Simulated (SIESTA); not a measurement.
# Cu in SIESTA: convergence with vacuum

Aim: find how far vacuum must go before the results for Cu settle, at vdW-DF-cx. This setting moves, with any that are tied to it; all else stays.

Everything below comes from runs of SIESTA 5.4.2. Logs are shortened: lines on timing, memory, paths and dates and some standing lists are left out, and cuts for length are marked.

### Step 1. The structure

The cell holds a slab with vacuum, 5 atoms: a = 2.534 Å, b = 2.534 Å, c = 14.225 Å, α = 90.00°, β = 90.00°, γ = 120.00°.

The slab is cut from a database's or a generator's crystal, which needn't be the stable form of the element.

### Step 2. With vacuum 6

run.py reads:

```python
from ase import Atoms
from ase.calculators.siesta import Siesta
from ase.units import Ry, GPa

atoms = Atoms(
    ['Cu', 'Cu', 'Cu', 'Cu', 'Cu'],
    cell=[
        [2.5340966698, -0.0, 0.0],
        [-1.2670483349, 2.1945920917, 0.0],
        [0.0, 0.0, 14.2251],
    ],
    scaled_positions=[
        [0.33333333, 0.66666666, 0.2108948267],
        [0.66666667, 0.33333334, 0.3554481515],
        [0.33333333, 0.66666666, 0.5000014763],
        [0.66666667, 0.33333334, 0.644554801],
        [0.33333333, 0.66666666, 0.7891081258],
    ],
    pbc=True,
)

fdf = {
    'SCFMustConverge': False,
    'OccupationFunction': 'FD',
    'ElectronicTemperature': '0.05 eV',
    'Slab.DipoleCorrection': 'vacuum',
    'MaxSCFIterations': '120',
    'SCF.Mixer.Method': 'Pulay',
    'SCF.Mixer.Weight': '0.25',
    'SCF.Mixer.History': '8',
    'SCF.DM.Tolerance': '5.0e-05',
    'SCF.H.Tolerance': '1.0e-03 eV',
    'WriteForces': 'true',
    'Charge.Mulliken': 'end',
    'PAO.Basis': ['Cu.1 5', 'n=3 0 2', '  2.369 0.000', 'n=4 0 2', '  7.297 0.000', 'n=3 1 2', '  2.657 0.000', 'n=4 1 1', '  7.297', 'n=3 2 2', '  4.908 0.000'],
}
calc = Siesta(
    label="Cu",
    command="siesta < PREFIX.fdf > PREFIX.out",
    pseudo_path="pseudos",
    pseudo_qualifier="",
    xc=('VDW', 'BH'),
    basis_set="DZP",
    mesh_cutoff=800 * Ry,
    energy_shift=0.003 * Ry,
    kpts=[9, 9, 1],
    spin="non-polarized",
    fdf_arguments=fdf,
)
atoms.calc = calc

print(f"energy = {atoms.get_potential_energy():.6f} eV")
free = atoms.get_potential_energy(force_consistent=True)
print(f"free energy = {free:.6f} eV")
print("forces (eV/A):")
print(atoms.get_forces(apply_constraint=False).round(6))
print("stress (GPa, Voigt order, tension positive):", (atoms.get_stress() / GPa).round(4))
```

Potentials or basis: PseudoDojo 0.4 standard (PBE files), DZP (energy shift 0.003 Ry; two zetas on semicore shells).

Run with:

```bash
$ python run.py
```

Run time: 2.1 min. Hardware: 1 thread of Arm Neoverse V2, shared host; peak memory 0.53 GiB.

The run converged. Its results:

```yaml
Free_energy: -25790.0060 eV
Largest_force: 0.074 eV/Å
Band_gap_on_the_k_mesh: none (metal or under the smearing width)
```

### Step 3. With vacuum 8

run.py, as its differences from that of step 2:

```diff
@@ -9,10 +9,10 @@
         [-1.2670483349, 2.1945920917, 0.0],
-        [0.0, 0.0, 14.2251],
+        [0.0, 0.0, 16.2251],
     ],
     scaled_positions=[
-        [0.33333333, 0.66666666, 0.2108948267],
-        [0.66666667, 0.33333334, 0.3554481515],
-        [0.33333333, 0.66666666, 0.5000014763],
-        [0.66666667, 0.33333334, 0.644554801],
-        [0.33333333, 0.66666666, 0.7891081258],
+        [0.33333333, 0.66666666, 0.2465316084],
+        [0.66666667, 0.33333334, 0.3732664514],
+        [0.33333333, 0.66666666, 0.5000012943],
+        [0.66666667, 0.33333334, 0.6267361372],
+        [0.33333333, 0.66666666, 0.7534709801],
     ],
```

Potentials or basis: PseudoDojo 0.4 standard (PBE files), DZP (energy shift 0.003 Ry; two zetas on semicore shells).

Run with:

```bash
$ python run.py
```

Wall time 2.4 min (1 thread of Arm Neoverse V2, shared host); peak memory 0.56 GiB.

Results (log left out):

```yaml
Free_energy: -25789.9686 eV
Largest_force: 0.063 eV/Å
Band_gap_on_the_k_mesh: none (metal or under the smearing width)
```

### Step 4. With vacuum 10

run.py, as its differences from that of step 3:

```diff
@@ -9,10 +9,10 @@
         [-1.2670483349, 2.1945920917, 0.0],
-        [0.0, 0.0, 16.2251],
+        [0.0, 0.0, 18.2251],
     ],
     scaled_positions=[
-        [0.33333333, 0.66666666, 0.2465316084],
-        [0.66666667, 0.33333334, 0.3732664514],
-        [0.33333333, 0.66666666, 0.5000012943],
-        [0.66666667, 0.33333334, 0.6267361372],
-        [0.33333333, 0.66666666, 0.7534709801],
+        [0.33333333, 0.66666666, 0.2743469172],
+        [0.66666667, 0.33333334, 0.3871740347],
+        [0.33333333, 0.66666666, 0.5000011523],
+        [0.66666667, 0.33333334, 0.6128282698],
+        [0.33333333, 0.66666666, 0.7256553874],
     ],
```

Run with:

```bash
$ python run.py
```

Wall time 2.5 min (1 thread of Arm Neoverse V2, shared host); peak memory 0.57 GiB.

The run converged. Its results:

- Free energy: -25789.9648 eV
- Largest force: 0.061 eV/Å
- Band gap on the k mesh: none (metal or under the smearing width)

### Step 5. With vacuum 12

run.py, as its differences from that of step 4:

```diff
@@ -9,10 +9,10 @@
         [-1.2670483349, 2.1945920917, 0.0],
-        [0.0, 0.0, 18.2251],
+        [0.0, 0.0, 20.2251],
     ],
     scaled_positions=[
-        [0.33333333, 0.66666666, 0.2743469172],
-        [0.66666667, 0.33333334, 0.3871740347],
-        [0.33333333, 0.66666666, 0.5000011523],
-        [0.66666667, 0.33333334, 0.6128282698],
-        [0.33333333, 0.66666666, 0.7256553874],
+        [0.33333333, 0.66666666, 0.2966610795],
+        [0.66666667, 0.33333334, 0.3983310589],
+        [0.33333333, 0.66666666, 0.5000010383],
+        [0.66666667, 0.33333334, 0.6016710177],
+        [0.33333333, 0.66666666, 0.7033409971],
     ],
```

Run with:

```bash
$ python run.py
```

Wall time 2.7 min (1 thread of Arm Neoverse V2, shared host); peak memory 0.6 GiB.

It converged, with:

- Free energy: -25789.9640 eV
- Largest force: 0.065 eV/Å
- Band gap on the k mesh: none (metal or under the smearing width)

### Step 6. With vacuum 15

run.py, as its differences from that of step 5:

```diff
@@ -9,10 +9,10 @@
         [-1.2670483349, 2.1945920917, 0.0],
-        [0.0, 0.0, 20.2251],
+        [0.0, 0.0, 23.2251],
     ],
     scaled_positions=[
-        [0.33333333, 0.66666666, 0.2966610795],
-        [0.66666667, 0.33333334, 0.3983310589],
-        [0.33333333, 0.66666666, 0.5000010383],
-        [0.66666667, 0.33333334, 0.6016710177],
-        [0.33333333, 0.66666666, 0.7033409971],
+        [0.33333333, 0.66666666, 0.322926489],
+        [0.66666667, 0.33333334, 0.4114636966],
+        [0.33333333, 0.66666666, 0.5000009042],
+        [0.66666667, 0.33333334, 0.5885381118],
+        [0.33333333, 0.66666666, 0.6770753194],
     ],
```

Potentials or basis: PseudoDojo 0.4 standard (PBE files), DZP (energy shift 0.003 Ry; two zetas on semicore shells).

Run with:

```bash
$ python run.py
```

Standard output:

```text
Job completed
energy = -25789.938752 eV
free energy = -25789.963785 eV
forces (eV/A):
[[ 2.0000e-06 -1.0000e-06 -3.3133e-02]
 [-3.0000e-06  2.0000e-06 -6.3364e-02]
 [ 3.0000e-06 -2.0000e-06  6.0000e-06]
 [-3.0000e-06  2.0000e-06  6.3369e-02]
 [ 2.0000e-06 -1.0000e-06  3.3136e-02]]
stress (GPa, Voigt order, tension positive): [ 1.8063e+00  1.8055e+00 -6.5560e-01 -0.0000e+00 -0.0000e+00 -8.0000e-04]
```

Cu.fdf:

```text
SystemName	Cu
SystemLabel	Cu

Charge.Mulliken	end
ElectronicTemperature	0.05 eV
MaxSCFIterations	120
OccupationFunction	FD
%block PAO.Basis
Cu.1 5
n=3 0 2
  2.369 0.000
n=4 0 2
  7.297 0.000
n=3 1 2
  2.657 0.000
n=4 1 1
  7.297
n=3 2 2
  4.908 0.000
%endblock PAO.Basis
SCF.DM.Tolerance	5.0e-05
SCF.H.Tolerance	1.0e-03 eV
SCF.Mixer.History	8
SCF.Mixer.Method	Pulay
SCF.Mixer.Weight	0.25
SCFMustConverge	False
Slab.DipoleCorrection	vacuum
WriteForces	true

Spin	non-polarized
XC.functional	VDW
XC.authors	BH

MeshCutoff	10884.554409746897	eV
PAO.EnergyShift	0.040817079036550866	eV

NumberOfSpecies	1
NumberOfAtoms	5
%block ChemicalSpecieslabel
    1 29 Cu.1 Cu.1.psml
%endblock ChemicalSpecieslabel

%block PAO.BasisSizes
    Cu.1	DZP
%endblock PAO.BasisSizes

LatticeConstant	1.0 Ang
%block LatticeVectors
    2.5340966698 -0.0 0.0
    -1.2670483349 2.1945920917 0.0
    0.0 0.0 23.2251
%endblock LatticeVectors
AtomicCoordinatesFormat	Ang
%block AtomicCoordinatesAndAtomicSpecies
    -1.8372381597093923e-17 1.4630613798360528 7.4999999996739 1
    1.2670483349 0.7315307118639472 9.55628549990466 1
    -1.8372381597093923e-17 1.4630613798360528 11.61257100013542 1
    1.2670483349 0.7315307118639472 13.668856500366182 1
    -1.8372381597093923e-17 1.4630613798360528 15.725142000596941 1
%endblock AtomicCoordinatesAndAtomicSpecies
%block DM.InitSpin
%endblock DM.InitSpin

#KPoint grid
%block kgrid_Monkhorst_Pack
     9       0       0  0.0
     0       9       0  0.0
     0       0       1  0.0
%endblock kgrid_Monkhorst_Pack
```

Cu.out:

```text
Version         : 5.4.2

[... 6 lines left out ...]
 NOTE: Please see the manual for full details and compatibility measures.

reinit: Reading from standard input
reinit: Dumping input in INPUT_TMP.07746
************************** Dump of input data file ****************************
SystemName	Cu
SystemLabel	Cu
Charge.Mulliken	end
ElectronicTemperature	0.05 eV
MaxSCFIterations	120
OccupationFunction	FD
%block PAO.Basis
Cu.1 5
n=3 0 2
  2.369 0.000
n=4 0 2
  7.297 0.000
n=3 1 2
  2.657 0.000
n=4 1 1
  7.297
n=3 2 2
  4.908 0.000
%endblock PAO.Basis
SCF.DM.Tolerance	5.0e-05
SCF.H.Tolerance	1.0e-03 eV
SCF.Mixer.History	8
SCF.Mixer.Method	Pulay
SCF.Mixer.Weight	0.25
SCFMustConverge	False
Slab.DipoleCorrection	vacuum
WriteForces	true
Spin	non-polarized
XC.functional	VDW
XC.authors	BH
[... 589 lines left out ...]
siesta:      3    0.000003   -0.000002    0.000006
siesta:      4   -0.000003    0.000002    0.063369
siesta:      5    0.000002   -0.000001    0.033136
siesta: ----------------------------------------
siesta:    Tot    0.000001   -0.000000    0.000015

siesta: Stress tensor (static) (eV/Ang**3):
siesta:     0.011274   -0.000005   -0.000000
siesta:    -0.000005    0.011269   -0.000000
siesta:    -0.000000   -0.000000   -0.004092

siesta: Cell volume =        129.161946 Ang**3

siesta: Pressure (static):
siesta:                Solid            Molecule  Units
siesta:          -0.00006699         -0.00008197  Ry/Bohr**3
siesta:          -0.00615038         -0.00752623  eV/Ang**3
siesta:          -9.85399869        -12.05835008  kBar

Basis Enthalpy Calculation:
    Basis Pressure for species 1(Cu.1) :      0.2000000 GPa

    Orbital volume contribution        =           4.135753 eV
    (Free)E + p_basis*V_orbitals       =      -25785.828032 eV
    (Free)Eharris+ p_basis*V_orbitals  =      -25785.828032 eV

mulliken: Atomic and Orbital Populations:

Species: Cu.1
Atom  Qatom  Qorb
               3s      3s      4s      4s      3py     3pz     3px     3py
               3pz     3px     4py     4pz     4px     3dxy    3dyz    3dz2
               3dxz    3dx2-y2 3dxy    3dyz    3dz2    3dxz    3dx2-y2
   1 18.905   1.941   0.045   0.371  -0.016   1.955   1.954   1.955   0.053
              0.051   0.053   0.347   0.204   0.347   1.868   1.835   1.840

              1.835   1.868   0.049   0.104   0.094   0.104   0.049
   2 19.101   1.923   0.048   0.800  -0.313   1.951   1.950   1.951   0.058
              0.057   0.058   0.306   0.382   0.306   1.868   1.870   1.864
[... 9 lines left out ...]
              1.870   1.868   0.055   0.066   0.044   0.066   0.055
   5 18.905   1.941   0.045   0.371  -0.016   1.955   1.954   1.955   0.053
              0.051   0.053   0.347   0.204   0.347   1.868   1.835   1.840

              1.835   1.868   0.049   0.104   0.094   0.104   0.049

mulliken: Qtot =       95.000

Mulliken Atomic Populations:
Atom #   charge [q] valence [e]  Species
     1     0.095395   18.904605  Cu.1
     2    -0.100531   19.100531  Cu.1
     3     0.010273   18.989727  Cu.1
     4    -0.100533   19.100533  Cu.1
     5     0.095396   18.904604  Cu.1
 Total     0.000000

siesta: Electric dipole (a.u.)  =   -0.000000   -0.000000   -0.000000
siesta: Electric dipole (Debye) =   -0.000000   -0.000000   -0.000000

Job completed
```

Wall time 2.7 min (1 thread of Arm Neoverse V2, shared host); peak memory 0.61 GiB.

What came out:

```yaml
Free_energy: -25789.9638 eV
Largest_force: 0.063 eV/Å
Band_gap_on_the_k_mesh: none (metal or under the smearing width)
```

### Step 7. Summary

| vacuum | energy less the tightest run, at zero smearing (meV/atom) | largest force (eV/Å) | SCF cycles | CPU time (s) | peak memory (GiB) |
| --- | --- | --- | --- | --- | --- |
| 6 | -8.38 | 0.074 | 15 | 120 | 0.53 |
| 8 | -0.96 | 0.063 | 16 | 140 | 0.56 |
| 10 | -0.21 | 0.061 | 16 | 150 | 0.57 |
| 12 | -0.04 | 0.065 | 16 | 160 | 0.6 |
| 15 | 0.00 | 0.063 | 16 | 160 | 0.61 |

Against the tightest run, the energy stays within 1 meV/atom from 8 on; the largest force stays within 0.005 eV/Å from 8 on. The tightest run that finished is the yardstick and may itself not be fully converged.

Caveats: short orbitals over semicore shells can move pressures by several GPa; the potentials were made for another functional, which shifts forces and pressure; the basis of atomic orbitals isn't converged, which shifts pressures, moduli and gaps.
